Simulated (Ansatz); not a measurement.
Run this with Ansatz 0.2.0, Python API and show what comes out.

`torsion_alfgeh4.py`
```python
'''Energy of AlFGeH4 as one group turns about a bond.'''

import ansatz
from ase import Atoms


def main() -> None:
    atoms = Atoms(['F', 'Ge', 'Al', 'H', 'H', 'H', 'H'], positions=[
        [-2.1697, -0.5098, 0.4586],
        [-0.8235, -0.282, -0.5998],
        [1.0847, 0.3625, 0.7268],
        [-0.4552, -1.6108, -1.321],
        [-1.1028, 0.814, -1.6705],
        [2.413, -0.5565, 0.7651],
        [1.1148, 1.7145, 1.5951],
    ])

    # relax first, so that the scan starts from a minimum
    first = (
        ansatz.Crystal.molecule_from_ase(atoms).calculation()
        .basis(gaussian='def2-SVP')
        .functional('r2scan', dispersion='d3bj')
        .relax(force_tolerance=0.02, max_steps=80)
    )
    atoms.positions = first.run(threads=1).report['positions_ang']

    start = atoms.get_dihedral(0, 1, 2, 5)
    energies = {}
    for turn in range(0, 360, 40):
        turned = atoms.copy()
        turned.set_dihedral(0, 1, 2, 5, start + turn, indices=[2, 5, 6])
        model = (
            ansatz.Crystal.molecule_from_ase(turned).calculation()
            .basis(gaussian='def2-SVP')
            .functional('r2scan', dispersion='d3bj')
        )
        energies[round((start + turn) % 360)] = model.run(threads=1).report['free_energy_ev']
    floor = min(energies.values())
    print('dihedral F0-Ge1-Al2-H5 (deg)   E - E(min) (eV)')
    for angle, e in sorted(energies.items()):
        print(f'{angle:8d} {(e - floor):14.3f}  ' + '#' * int(30 * (e - floor) / max(max(energies.values()) - floor, 1e-9)))


if __name__ == '__main__':
    main()
```

Running `python torsion_alfgeh4.py` prints:
```text
DeckWarning: the engine holds no damping parameters fitted to this dispersion correction and functional, so the run takes those fitted to r2scan beside the three-body term, which d3bj leaves out (hamiltonian.dispersion, under Limitations)
dihedral F0-Ge1-Al2-H5 (deg)   E - E(min) (eV)
      19          0.003  ##
      59          0.022  #####################
      99          0.032  ##############################
     139          0.012  ###########
     179          0.000
     219          0.011  ##########
     259          0.031  #############################
     299          0.023  #####################
     339          0.004  ###
```
(Warnings from the package without file and line.)

What to keep in mind:
- The settings weren't tested for convergence.
- The scan is rigid and the energies are electronic, in a modest basis. With rigid groups the curve can differ much from the relaxed path, the start wasn't checked as a minimum of this torsion, and equivalent turns needn't return to the same energy.
- A dispersion term here runs with damping parameters fitted for another variant or functional.
- It ran for 2.6 min on 1 thread of Arm Neoverse V1 (shared host), peak memory 0.21 GiB.
